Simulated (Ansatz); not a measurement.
# Ga3Ir2: the cost of one run

Method: DFT PBE, scalar-relativistic, plane waves, PAW, in Ansatz 0.2.0.

### Step 1. Starting point

It takes space group P6/mmm (No. 191, hexagonal). The conventional cell has a = 3.894 Å, b = 3.894 Å, c = 6.313 Å, α = 90.00°, β = 90.00°, γ = 120.00°. Around Ga (site symmetry mmm) lie 4 Ga at 1.95 Å and 2 Ir at 1.95 Å. Ir (site symmetry 6/mmm) is surrounded by 6 Ga at 1.95 Å. Around Ir (site symmetry 6/mmm) lie 2 Ir at 3.16 Å.

Structure file:

```
CELL_PARAMETERS angstrom
3.89448 0.00000 0.00000
-1.94724 3.37272 0.00000
0.00000 0.00000 6.31334
ATOMIC_POSITIONS crystal
Ga 0.50000 0.00000 0.50000
Ga 0.00000 0.50000 0.50000
Ga 0.50000 0.50000 0.50000
Ir 0.00000 0.00000 0.50000
Ir 0.00000 0.00000 0.00000
```

The cell is invented: random cell by space group and Wyckoff sites (P6/mmm, No. 191). Lengths come from tabulated atomic sizes and are only a guess.

### Step 2. Probe: one point on a coarse mesh

The input, input.yaml:

```yaml
crystal:
  lattice:
    - [3.89448231, 0.0, 0.0]
    - [-1.94724115, 3.37272061, 0.0]
    - [0.0, 0.0, 6.31334149]
  atoms:
    - { symbol: Ga, position: [0.5, 0.0, 0.5] }
    - { symbol: Ga, position: [0.0, 0.5, 0.5] }
    - { symbol: Ga, position: [0.5, 0.5, 0.5] }
    - { symbol: Ir, position: [0.0, 0.0, 0.5] }
    - { symbol: Ir, position: [0.0, 0.0, 0.0] }
basis:
  ecutwfc: 420
kpoints:
  mp_grid: { grid: [6, 6, 4] }
hamiltonian:
  xc: pbe
scf:
  occupations: { method: gaussian, width: 0.1 }
  lower_state_search: "off"
output:
  forces: true
  stress: true
  eigenvalues: true
```

The run is started by

```
$ ansatz run input.yaml --threads 1 --pin off --max-ram 2560MiB --backend cpu --events-out ev --progress --plain --runs-dir out
```

What time and memory should one allow on 1 thread of Intel Xeon at 2.50GHz (Skylake/Cascade Lake), shared host?

About 11 s, with a peak of 0.4 GiB.
